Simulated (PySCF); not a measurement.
# C4H8Si: the cost of one run

Computed with PySCF 2.14.0, with density-fitted response routines of our own, on a single molecule in the gas phase. Atoms are numbered from 0 throughout.

## 1. The molecule as given

13 atoms, charge 0, multiplicity 1; geometry from: GFN2-xTB. The atoms were then displaced at random by about 0.01 Å, so the start is not that level's minimum.

Bonds of the start (Å): C0–C1 1.48, C1–C2 1.22, C2–Si3 1.80, Si3–C4 1.93, C0–H5 1.07, C0–H6 1.07, C0–H7 1.11, Si3–H8 1.47, Si3–H9 1.49, C4–H10 1.07, C4–H11 1.08, C4–H12 1.07.

## 2. Relaxing the molecule at PBE0-D3(BJ)/def2-SVP

Job settings and geometry (Å):

```
{"job": {"xc": "PBE0", "basis": "def2-SVP", "d3": "d3bj", "grid": 1, "shake": 0.01, "kind": "geom"}, "charge": 0, "multiplicity": 1}
C      2.964680    -0.508870     0.141860
C      1.565430    -0.052680     0.265540
C      0.407230     0.313170     0.369980
Si    -1.292260     0.871060     0.540600
C     -2.425190    -0.305530    -0.485080
H      3.336270    -0.761110     1.110910
H      3.011880    -1.344760    -0.530030
H      3.568520     0.328870    -0.275690
H     -1.438380     2.247460     0.051180
H     -1.711240     0.810670     1.972320
H     -2.152070    -0.290680    -1.515620
H     -3.462490    -0.011240    -0.402060
H     -2.366560    -1.313260    -0.132820
```

On the command line:

```
$ OMP_NUM_THREADS=1 python probes_run.py task.json out
```

This one command runs all jobs of the session in turn.

**Question.** How long does this first job take on 1 thread of Arm Neoverse N1, shared host, and how much memory does it need?

About 51 s, with a peak of 0.46 GiB.
